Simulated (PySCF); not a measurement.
# C5H13AlO: the cost of one run

Program: PySCF 2.14.0. Level of theory: levels as typed in each script, gas phase, geometry from GFN2-xTB. These are calculated values, not measurements.

**1. The system as given**

SMILES `C[Al](C)OC(C)C`, 20 atoms, charge 0, spin multiplicity 1.

Bond lengths: C1–Al2 2.001 Å, C1–H8 1.094 Å, C1–H9 1.094 Å, C1–H10 1.091 Å, Al2–C3 2.001 Å, Al2–O4 1.651 Å, C3–H11 1.094 Å, C3–H12 1.094 Å, C3–H13 1.091 Å, O4–C5 1.394 Å, C5–C6 1.528 Å, C5–C7 1.528 Å, C5–H14 1.101 Å, C6–H15 1.087 Å, C6–H16 1.087 Å, C6–H17 1.088 Å, C7–H18 1.087 Å, C7–H19 1.088 Å and more. Angles: Al2–C1–H8 111.6°, Al2–C1–H9 111.5°, Al2–C1–H10 112.8°, H8–C1–H9 106.1°, H8–C1–H10 107.3°, H9–C1–H10 107.2°, C1–Al2–C3 124.9°, C1–Al2–O4 117.1°, C3–Al2–O4 118.0°, Al2–C3–H11 111.6°, Al2–C3–H12 111.5°, Al2–C3–H13 112.9°, H11–C3–H12 106.1°, H11–C3–H13 107.2°, H12–C3–H13 107.2°, Al2–O4–C5 175.1°, O4–C5–C6 109.9°, O4–C5–C7 110.0° and more.

Geometry (Å):

```
C    -2.37543    1.65551    0.12722
Al   -1.28702   -0.02046    0.03481
C    -2.02651   -1.84635   -0.31830
O     0.33835    0.12236    0.28720
C     1.72689    0.18056    0.40020
C     2.29005    1.18260   -0.60624
C     2.32748   -1.20758    0.18423
H    -2.03915    2.39387   -0.60620
H    -2.28781    2.13688    1.10545
H    -3.43704    1.47999   -0.05293
H    -1.82878   -2.52805    0.51384
H    -1.56643   -2.30193   -1.19992
H    -3.10505   -1.84232   -0.48207
H     1.97162    0.52116    1.41809
H     3.36798    1.26698   -0.49592
H     1.83701    2.15809   -0.44688
H     2.05746    0.85367   -1.61693
H     3.40713   -1.17848    0.30671
H     2.08790   -1.55508   -0.81834
H     1.90468   -1.90615    0.90230
```

**2. Removing and adding an electron (TPSSh/cc-pvdz)**

Contents of input.py:

```python
import numpy as np
from pyscf import gto, scf, dft
from pyscf.scf import atom_ks, atom_hf
from scipy.linalg import block_diag

def solve(mol, dm0=None, hcore=None):
    mf = (dft.UKS if mol.spin else dft.RKS)(mol, xc='tpssh')
    mf.grids.level = 3
    mf = mf.density_fit(auxbasis='def2-universal-jkfit')
    mf.conv_tol, mf.max_cycle = 1e-8, 80
    if hcore is not None:
        mf.get_hcore = lambda *args: hcore
    mf.kernel(dm0)
    if not mf.converged:
        mf = mf.newton().run(mf.mo_coeff, mf.mo_occ, max_cycle=30)
    assert mf.converged, 'SCF not converged'
    return mf

mol = gto.M(atom='''
C     -2.37543     1.65551     0.12722
Al    -1.28702    -0.02046     0.03481
C     -2.02651    -1.84635    -0.31830
O      0.33835     0.12236     0.28720
C      1.72689     0.18056     0.40020
C      2.29005     1.18260    -0.60624
C      2.32748    -1.20758     0.18423
H     -2.03915     2.39387    -0.60620
H     -2.28781     2.13688     1.10545
H     -3.43704     1.47999    -0.05293
H     -1.82878    -2.52805     0.51384
H     -1.56643    -2.30193    -1.19992
H     -3.10505    -1.84232    -0.48207
H      1.97162     0.52116     1.41809
H      3.36798     1.26698    -0.49592
H      1.83701     2.15809    -0.44688
H      2.05746     0.85367    -1.61693
H      3.40713    -1.17848     0.30671
H      2.08790    -1.55508    -0.81834
H      1.90468    -1.90615     0.90230
''', basis='cc-pvdz', charge=0, spin=0, verbose=4)
mf = solve(mol)
out = dict(e0=mf.e_tot, dm0=mf.make_rdm1(), c=mf.mo_coeff, occ=mf.mo_occ, eps=mf.mo_energy)
for name, dq, spin in [('cation', 1, 1), ('anion', -1, 1)]:
    ion = mol.copy().set(charge=mol.charge + dq, spin=spin).build()
    mi = solve(ion)
    if spin and dq > 0 and mol.nao < 130:
        c, _, stable, _ = mi.stability(return_status=True)
        if not stable:
            mi = solve(ion, mi.make_rdm1(c, mi.mo_occ))
    print(name, 'vertical energy change / eV', (mi.e_tot - mf.e_tot) * 27.211386)
    out.update({'e_' + name: mi.e_tot, 'dm_' + name: mi.make_rdm1(), 's2_' + name: mi.spin_square()[0], 'eps_' + name: mi.mo_energy, 'occ_' + name: mi.mo_occ})
# spherically averaged free atoms, for the promolecule
atm = atom_ks.get_atm_nrks(mol, xc='tpssh')
pro = block_diag(*[(atm[a[0]][2] * atm[a[0]][3]) @ atm[a[0]][2].T for a in mol._atom])
np.savez('result.npz', pro=pro, **out)
```

Started as:

```console
OMP_NUM_THREADS=1 python input.py
```

**Question.** How long does this run take on 1 thread of Intel Xeon Platinum 8259CL at 2.50GHz (Skylake/Cascade Lake), shared host, and how much memory does it need?

About 5 min, with a peak of 1 GiB.
